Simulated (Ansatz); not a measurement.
**CH3AlO (SMILES [CH3][Al]=[O]): HF/STO-3G**

What is the electronic atomisation energy of CH3AlO at HF/STO-3G? 

The results are computed with Ansatz 0.2.0.

62 further runs of the same task are left out: 12 that didn't finish, 50 set aside as unsound or not needed.

### Step 1. The molecule

CH3AlO: 6 atoms, total charge 0, spin state singlet. As SMILES, `[CH3][Al]=[O]`. The shape is that of a PBE0-D4/def2-TZVP optimisation.

Bond lengths: C1–Al2 1.935 Å, Al2–O3 1.596 Å, C1–H4 1.092 Å, C1–H5 1.092 Å, C1–H6 1.092 Å. Angles: C1–Al2–O3 180.0°, Al2–C1–H4 110.5°, Al2–C1–H5 110.5°, Al2–C1–H6 110.5°, H4–C1–H5 108.4°, H4–C1–H6 108.4°, H5–C1–H6 108.4°.

### Step 2. The energy at HF/STO-3G

Input file job.yaml:

```yaml
crystal:
  periodic: [false, false, false]
  atoms:
    - {symbol: C, position_ang: [-0.412500, 0.498200, -0.315400]}
    - {symbol: Al, position_ang: [0.696700, -0.841400, 0.532500]}
    - {symbol: O, position_ang: [1.611700, -1.946300, 1.232100]}
    - {symbol: H, position_ang: [0.065200, 1.479100, -0.263900]}
    - {symbol: H, position_ang: [-1.383600, 0.560900, 0.180800]}
    - {symbol: H, position_ang: [-0.577400, 0.249400, -1.366100]}
basis:
  gaussian: {orbitals: STO-3G}
hamiltonian: {xc: hf}
accuracy: high
output: {orbitals: {seedname: orbitals}}
```

Run with:

```console
ansatz run job.yaml --threads 1 --pin off --max-ram 3480MiB --events-out events.jsonl --progress --plain --runs-dir runs
```

Standard output:

```text
Warning: RAYON_NUM_THREADS=1 ignored (pool sized by the plan → 1); use --threads N
Functional definition: HF
  name "HF"
  exchange = exact_x
  correlation = 0
387 factors; integrals over basis functions are off by at most 1.6e-8 eV
mean field evaluation 1: about -9569.1735 eV, gradient 3.9e1 eV
mean field evaluation 2: about -9569.2175 eV, gradient 3.9e1 eV
mean field evaluation 4: about -9576.6130 eV, gradient 5.2e0 eV
mean field evaluation 8: about -9576.7432 eV, gradient 5.9e-2 eV
mean field evaluation 16: about -9576.7395 eV, gradient 6.9e-9 eV
mean field -9576.73953508 eV, -351.9386865670 hartree, gradient 6.9e-9 eV, S^2 0.000000; 0 other end points of the search recorded, 0 dependent functions left out
reference -9576.73953508 eV, -351.9386865670 hartree; 15, 15 occupied and 7, 7 virtual orbitals, 387 factors
Total energy: -9576.73953508 eV, -351.9386865670 hartree
```

It took 0.36 s on 1 thread of Intel Xeon Platinum 8259CL at 2.50GHz (Skylake/Cascade Lake), shared host.

### Step 3. The Al atom, same level

Input file molecule.yaml:

```yaml
crystal:
  periodic: [false, false, false]
  atoms:
    - {symbol: Al, position_ang: [0.000000, 0.000000, 0.000000]}
basis:
  gaussian: {orbitals: STO-3G}
magnetization: {spin_polarized: true, initial_magnetization: 1}
hamiltonian: {xc: hf}
accuracy: high
```

Run with:

```console
ansatz run molecule.yaml --threads 1 --pin off --max-ram 3480MiB --events-out events.jsonl --progress --plain --runs-dir runs
```

Standard output:

```text
Warning: RAYON_NUM_THREADS=1 ignored (pool sized by the plan → 1); use --threads N
[... 4 set-up lines as earlier in the session ...]
42 factors; integrals over basis functions are off by at most 1.6e-9 eV
mean field evaluation 1: about -6499.6647 eV, gradient 7.7e-1 eV
mean field evaluation 2: about -6499.6653 eV, gradient 7.7e-1 eV
mean field evaluation 4: about -6499.6671 eV, gradient 3.6e-6 eV
mean field evaluation 8: about -6499.6667 eV, gradient 3.4e-1 eV
mean field -6499.66714747 eV, -238.8583620369 hartree, gradient 5.8e-9 eV, S^2 0.750003; 0 other end points of the search recorded, 0 dependent functions left out
reference -6499.66714747 eV, -238.8583620369 hartree; 7, 6 occupied and 2, 3 virtual orbitals, 42 factors
Total energy: -6499.66714747 eV, -238.8583620369 hartree
```

Wall time 0.08 s (1 thread of Intel Xeon Platinum 8259CL at 2.50GHz (Skylake/Cascade Lake), shared host).

### Step 4. The C atom, same level

Input file molecule.yaml:

```yaml
basis:
  gaussian: {orbitals: STO-3G}
crystal:
  periodic: [false, false, false]
  atoms:
    - {symbol: C, position_ang: [0.000000, 0.000000, 0.000000]}
magnetization: {spin_polarized: true, initial_magnetization: 2}
hamiltonian: {xc: hf}
accuracy: high
```

Run the same way, it converges to -37.19839 Eh (log not shown).

### Step 5. The H atom

Input file in.yaml:

```yaml
crystal:
  periodic: [false, false, false]
  atoms:
    - {symbol: H, position_ang: [0.000000, 0.000000, 0.000000]}
basis:
  gaussian:
    orbitals: STO-3G
magnetization:
  spin_polarized: true
  initial_magnetization: 1
hamiltonian:
  xc: hf
accuracy: high
```

Run with:

```console
ansatz run in.yaml --threads 1 --pin off --max-ram 3480MiB --events-out events.jsonl --progress --plain --runs-dir runs
```

Standard output:

```text
Warning: RAYON_NUM_THREADS=1 ignored (pool sized by the plan → 1); use --threads N
[... 4 set-up lines as earlier in the session ...]
1 factors; integrals over basis functions are off by at most 4.6e-10 eV
mean field evaluation 1: about -12.6963 eV, gradient 0.0e0 eV
mean field evaluation 2: about -12.6963 eV, gradient 0.0e0 eV
mean field -12.69633895 eV, -0.4665818504 hartree, gradient 0.0e0 eV, S^2 0.750000; 0 other end points of the search recorded, 0 dependent functions left out
reference -12.69633895 eV, -0.4665818504 hartree; 1, 0 occupied and 0, 1 virtual orbitals, 1 factors
Total energy: -12.69633895 eV, -0.4665818504 hartree
```

It took 0.06 s on 1 thread of Intel Xeon Platinum 8259CL at 2.50GHz (Skylake/Cascade Lake), shared host.

### Step 6. The O atom

Input file in.yaml:

```yaml
crystal:
  periodic: [false, false, false]
  atoms:
    - {symbol: O, position_ang: [0.000000, 0.000000, 0.000000]}
basis:
  gaussian: {orbitals: STO-3G}
magnetization: {spin_polarized: true, initial_magnetization: 2}
hamiltonian: {xc: hf}
accuracy: high
```

Run with:

```console
ansatz run in.yaml --threads 1 --pin off --max-ram 3480MiB --events-out events.jsonl --progress --plain --runs-dir runs
```

Standard output:

```text
Warning: RAYON_NUM_THREADS=1 ignored (pool sized by the plan → 1); use --threads N
[... 4 set-up lines as earlier in the session ...]
15 factors; integrals over basis functions are off by at most 1.1e-9 eV
mean field evaluation 1: about -2008.3132 eV, gradient 1.7e-14 eV
mean field evaluation 2: about -2008.3132 eV, gradient 0.0e0 eV
mean field -2008.31323932 eV, -73.8041502613 hartree, gradient 0.0e0 eV, S^2 2.000000; 2 other end points of the search recorded, 0 dependent functions left out
reference -2008.31323932 eV, -73.8041502613 hartree; 5, 3 occupied and 0, 2 virtual orbitals, 15 factors
Total energy: -2008.31323932 eV, -73.8041502613 hartree
```

Wall time 0.06 s (1 thread of Intel Xeon Platinum 8259CL at 2.50GHz (Skylake/Cascade Lake), shared host).

### Step 7. Results

Level: HF/STO-3G.

| quantity | value |
| --- | --- |
| molecule: total energy | -351.93869 Eh |
| molecule: HOMO energy | -5.95 eV |
| molecule: LUMO energy | 9.89 eV |
| molecule: HOMO–LUMO gap | 15.84 eV |
| Al atom: total energy | -238.85836 Eh |
| Al atom: ⟨S²⟩ | 0.750 |
| C atom: total energy | -37.19839 Eh |
| C atom: ⟨S²⟩ | 2.000 |
| H atom: total energy | -0.46658 Eh |
| H atom: ⟨S²⟩ | 0.750 |
| O atom: total energy | -73.80415 Eh |
| O atom: ⟨S²⟩ | 2.000 |
| electronic atomisation energy | 18.450 eV |

In words: Taking the molecule apart into free atoms costs 18.45 eV (425 kcal/mol), before zero-point energy and without spin-orbit coupling. Hartree–Fock lacks the correlation of the bonding pairs, which as a rule makes this value much too low; in minimal bases other errors can mask that. In a minimal basis such a difference can be off by several eV, whatever the method.
